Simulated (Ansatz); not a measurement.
**Pd: a slab and its surfaces, (100), 3 layers**

What do the surfaces of Pd (100), 3 layers cost, and how tightly do they hold an electron? Methods of the runs shown: LAPW. Companion runs by PAW are cited. Its runs: bulk in the slab's orientation (LAPW); the reference run (LAPW); atoms relaxed (LAPW); no images along the normal (LAPW); vacuum of 11 Å (LAPW).

Method: DFT, PBE, all-electron LAPW, scalar-relativistic, in Ansatz 0.2.0.

## 1. The starting structure

The structure is cubic, space group Fm-3m (No. 225). Conventional cell: a = 3.944 Å, b = 3.944 Å, c = 3.944 Å, α = 90.00°, β = 90.00°, γ = 90.00°. Around Pd (site symmetry m-3m) lie 12 Pd at 2.79 Å.

Structure file:

```cif
data_structure
_symmetry_space_group_name_H-M 'P 1'
_symmetry_Int_Tables_number 1
_cell_length_a 2.7889
_cell_length_b 2.7889
_cell_length_c 3.9441
_cell_angle_alpha 90.000
_cell_angle_beta 90.000
_cell_angle_gamma 90.000
_cell_volume 30.68
loop_
_atom_site_label
_atom_site_type_symbol
_atom_site_fract_x
_atom_site_fract_y
_atom_site_fract_z
_atom_site_occupancy
Pd1 Pd 0.00000 0.00000 0.00000 1
Pd2 Pd 0.50000 0.50000 0.50000 1
```

Atoms are numbered in the order of the input: Pd1, Pd2.

## 2. Bulk in the slab's orientation, LAPW

Contents of input.yaml:

```yaml
crystal:
  lattice:
    - [1.9720287088, 1.9720287088, 0.0]
    - [-1.9720287088, 1.9720287088, 0.0]
    - [0.0, 0.0, 3.9440574176]
  atoms:
    - { symbol: Pd, position: [0.0, 0.0, 0.0] }
    - { symbol: Pd, position: [0.5, 0.5, 0.5] }
kpoints:
  mp_grid: { grid: [12, 12, 8] }
scf:
  occupations: { method: fermi_dirac, width: 0.05 }
hamiltonian:
  xc: pbe
  pseudopotentials: { kind: all_electron, lapw: { basis_error: 0.001 } }
output:
  forces: true
  stress: true
  eigenvalues: true
```

On the command line:

```bash
> ansatz run input.yaml --threads 2 --pin off --max-ram 4096MiB --backend cpu --events-out ev --progress --plain --runs-dir out
```

After this run come: Slab as cut, LAPW; Atoms relaxed, LAPW; No images along the normal, LAPW; Vacuum of 11 Å, LAPW.

**Question.** What will these runs give? Wanted: surface energy; work function; outer layer spacing; core-level shifts among the layers (for each run or level that gives them).

**Answer**, as computed:

| quantity | value |
| --- | --- |
| surface energy (LAPW, relaxed) | 1.55 J/m² |
| work function (LAPW, relaxed) | 5.10 eV |
| outer layer spacing (LAPW) | 1.97 → 1.94 Å |
| surface energy (PAW, relaxed) | 1.54 J/m² |
| work function (PAW, relaxed) | 5.10 eV |
| outer layer spacing (PAW) | 1.97 → 1.94 Å |
| core-level shifts among the layers (PAW holes) | Pd1 +0.00, Pd2 +0.41 eV |

In words: By LAPW the surface costs 1.55 J/m² as cut and 1.55 J/m² relaxed. The outermost spacing changes by -1.7 % (LAPW). Vacuum of 11 Å moves the work function by less than 0.01 eV (LAPW). The outermost spacing changes by -1.7 % (PAW). Vacuum of 11 Å moves the work function by less than 0.01 eV (PAW). Thickness wasn't converged, and no reconstruction was sought. The program warned that the vacuum holds more density than its bound, so energies and levels may be slightly off.
